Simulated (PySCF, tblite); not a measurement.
**C₅H₉F₃Si: geometry, infrared bands and NMR shifts**

Wanted: the infrared bands and NMR shifts of C₅H₉F₃Si (`C[C@@H]1[SiH2]C[C@H]1C(F)(F)F`), by calculation.

Programs: tblite 0.8.0 and PySCF 2.14.0, with density-fitted response routines of our own. Each step states its level of theory. These are calculated values for one molecule in the gas phase, unless marked as measured. Atoms count from 0, in the outputs and in this text.

## Step 1: Starting geometry

18 atoms, charge 0, multiplicity 1; geometry from: force field or distance geometry start.

Bonds of the start (Å): C0–C1 1.51, C1–Si2 1.92, Si2–C3 1.88, C3–C4 1.57, C4–C5 1.52, C5–F6 1.35, C5–F7 1.36, C5–F8 1.35, C4–C1 1.60, C0–H9 1.11, C0–H10 1.09, C0–H11 1.09, C1–H12 1.08, Si2–H13 1.49, Si2–H14 1.48, C3–H15 1.11, C3–H16 1.08, C4–H17 1.10.

## Step 2: Geometry optimisation with GFN2-xTB

What the job is given:

```
{"job": {"kind": "relax", "xc": "GFN2-xTB", "basis": "xTB"}, "charge": 0, "multiplicity": 1}
C     -1.626600     1.098900     0.652200
C     -0.751100     0.290800    -0.271600
Si    -1.038400    -1.603300    -0.260700
C      0.824900    -1.415600    -0.448800
C      0.717800    -0.018900     0.269400
C      1.776800     0.988200    -0.141100
F      1.806100     1.169600    -1.481400
F      3.009200     0.569700     0.258700
F      1.548000     2.181200     0.444700
H     -2.674000     1.109600     0.297600
H     -1.637300     0.722200     1.679800
H     -1.295900     2.138300     0.687200
H     -0.770900     0.671400    -1.279600
H     -1.748400    -2.112700    -1.466700
H     -1.474900    -2.116700     1.059500
H      1.421300    -2.160900     0.110400
H      1.148500    -1.386600    -1.482600
H      0.756000    -0.118900     1.361300
```

Started as:

```bash
$ OMP_NUM_THREADS=1 python probes_run.py task.json out
```

One launch serves the whole session: the jobs run in the order shown.

**Question.** This job is followed by: GFN2-xTB harmonic vibrations, gas phase; GIAO PBE0/pcSseg-1 NMR shielding, non-relativistic, gas phase. What will the session give for the following? strongest single infrared mode (GFN2-xTB); zero-point energy (GFN2-xTB); ¹³C shifts against TMS (PBE0/pcSseg-1); ¹H shifts against TMS (PBE0/pcSseg-1, means over atoms taken as alike); ²⁹Si shifts against TMS (PBE0/pcSseg-1); ¹⁹F shifts against CFCl3 (PBE0/pcSseg-1, means over atoms taken as alike).

As calculated:

```
                                                                 quantity                                         value
                                strongest single infrared mode (GFN2-xTB)                         2310 cm⁻¹, 304 km/mol
                                             zero-point energy (GFN2-xTB)                                 81.1 kcal/mol
                                   ¹³C shifts against TMS (PBE0/pcSseg-1)              138.1, 47.0, 23.5, 21.6, 6.1 ppm
   ¹H shifts against TMS (PBE0/pcSseg-1, means over atoms taken as alike)  4.71, 4.42, 2.48, 2.15, 1.61, 1.45, 1.33 ppm
                                  ²⁹Si shifts against TMS (PBE0/pcSseg-1)                                     -36.4 ppm
¹⁹F shifts against CFCl3 (PBE0/pcSseg-1, means over atoms taken as alike)                                     -92.5 ppm
```

In words: The optimisation took 92 steps and gained 0.356 eV; among the close pairs (by a distance rule), C1–C4 changed most, from 1.596 to 1.546 Å. No mode is imaginary among the 48: a minimum at this level. The strongest single mode, at 2310 cm⁻¹, moves mainly H13. GFN2-xTB is a fitted tight-binding method: band positions and strengths are rough. Its intensities can rank the bands wrongly. At PBE0/pcSseg-1: Shielding is most anisotropic at F6, F7, F8 (span 169 ppm, paramagnetic term -211 ppm).
